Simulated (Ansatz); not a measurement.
# C₃H₈Cl₃NZr: vertical ionisation energy

The task here is to estimate one member of a computed series from the others.

The runs use Ansatz 0.2.0, Gaussian basis; unrestricted cation, the program's frozen cores in correlated methods.

Levels to be run: UKS PBE-D4/def2-TZVPP; UKS r2SCAN-D4/def2-TZVPP; UKS PBE0-D4/def2-TZVPP; UKS B3LYP-D4/def2-TZVPP; UKS wB97X-V/def2-TZVPP; UKS wB97M-V/def2-TZVPP; UKS B2PLYP/def2-TZVPP; UHF-MP2/def2-TZVPP; UHF-MP2/def2-QZVPP; then −ε(HOMO) from the neutral's earlier runs with LDA (SPW92), PBE-D4, revPBE-D4, BLYP-D4, r2SCAN-D4, B97M-V, PBE0-D4, B3LYP-D4, r2SCANh-D4, r2SCAN0-D4, HSE06-D4, BHLYP-D4, CAM-B3LYP-D4, LC-ωPBE, ωB97X-V, ωB97M-V.

1 further run of the same task is left out (it didn't finish).

### The relaxed structure

An earlier PBE0-D4 in a triple-zeta def2 set relaxation fixed the geometry. Zr takes the def2 core potential; no spin-orbit term is included.

SMILES `CC[N](C)[Zr]([Cl])([Cl])[Cl]`, 16 atoms, charge 0, spin multiplicity 1.

Atoms are counted from 1 here; the program's logs count them from 0.

Bond lengths: C1–C2 1.520 Å, C1–H9 1.092 Å, C1–H10 1.092 Å, C1–H11 1.092 Å, C2–N3 1.451 Å, C2–H12 1.099 Å, C2–H13 1.093 Å, N3–C4 1.450 Å, N3–Zr5 1.976 Å, C4–H14 1.095 Å, C4–H15 1.097 Å, C4–H16 1.099 Å, Zr5–Cl6 2.354 Å, Zr5–Cl7 2.342 Å, Zr5–Cl8 2.353 Å. Angles: C2–C1–H9 110.7°, C2–C1–H10 110.0°, C2–C1–H11 111.9°, H9–C1–H10 108.3°, H9–C1–H11 108.3°, H10–C1–H11 107.6°, C1–C2–N3 113.7°, C1–C2–H12 109.9°, C1–C2–H13 109.4°, N3–C2–H12 108.7°, N3–C2–H13 108.2°, H12–C2–H13 106.6°, C2–N3–C4 115.6°, C2–N3–Zr5 132.4°, C4–N3–Zr5 112.0°, N3–C4–H14 112.2°, N3–C4–H15 111.0°, N3–C4–H16 110.8° and more.

Set-up of the first run:

The input, in.yaml:

```yaml
crystal:
  periodic: [false, false, false]
  atoms:
    - {symbol: C, position_ang: [1.890584, -0.940290, 0.099829]}
    - {symbol: C, position_ang: [0.982184, 0.080243, 0.765366]}
    - {symbol: N, position_ang: [-0.320296, 0.198456, 0.137205]}
    - {symbol: C, position_ang: [-1.201217, -0.941445, 0.300444]}
    - {symbol: Zr, position_ang: [-1.171732, 1.648750, -0.899333]}
    - {symbol: Cl, position_ang: [-3.105663, 2.284011, 0.282187]}
    - {symbol: Cl, position_ang: [0.385871, 3.386555, -1.099399]}
    - {symbol: Cl, position_ang: [-1.781335, 0.731252, -2.978745]}
    - {symbol: H, position_ang: [2.052436, -0.686208, -0.949850]}
    - {symbol: H, position_ang: [2.860606, -0.959303, 0.601268]}
    - {symbol: H, position_ang: [1.475082, -1.948579, 0.147585]}
    - {symbol: H, position_ang: [0.841135, -0.178058, 1.824275]}
    - {symbol: H, position_ang: [1.461883, 1.062285, 0.743730]}
    - {symbol: H, position_ang: [-0.810875, -1.839554, -0.188974]}
    - {symbol: H, position_ang: [-1.374287, -1.155110, 1.362092]}
    - {symbol: H, position_ang: [-2.184367, -0.743016, -0.147660]}
basis:
  gaussian: {orbitals: def2-TZVPP}
total_charge: 1
magnetization: {spin_polarized: true, initial_magnetization: 1}
hamiltonian: {xc: pbe, dispersion: d4}
```

Command:

```
$ ansatz run in.yaml --threads 5 --pin off --events-out ev --progress --plain --max-ram 66560MiB --backend cuda --devices 0, --max-vram 37GiB
```

Steps of the session up to this table: Cation, UKS PBE-D4/def2-TZVPP; Cation, UKS r2SCAN-D4/def2-TZVPP; Cation, UKS PBE0-D4/def2-TZVPP; Cation, UKS B3LYP-D4/def2-TZVPP; Cation, UKS wB97X-V/def2-TZVPP; Cation, UKS wB97M-V/def2-TZVPP; Cation, UKS B2PLYP (frozen core)/def2-TZVPP; Cation, UHF-MP2/def2-TZVPP; Cation, UHF-MP2/def2-QZVPP.

One of the session's tables, all rows but one given; the rest of the session is left out.

Orbital estimates, from the neutral's runs:

```
  functional  −ε(HOMO) (eV)
 LDA (SPW92)           6.28
      PBE-D4           6.13
   revPBE-D4           6.07
     BLYP-D4           6.00
   r2SCAN-D4           6.38
      B97M-V           6.47
     PBE0-D4           7.39
    B3LYP-D4           7.17
  r2SCANh-D4           6.85
  r2SCAN0-D4           7.56
    HSE06-D4           6.99
    BHLYP-D4           8.55
CAM-B3LYP-D4           8.72
     LC-ωPBE              ?
     ωB97X-V           9.72
     ωB97M-V           9.61
```

Q: Estimate the row for LC-ωPBE from the others.

As computed: −ε(HOMO) (eV): 10.06. In the column «−ε(HOMO) (eV)» it is the highest.
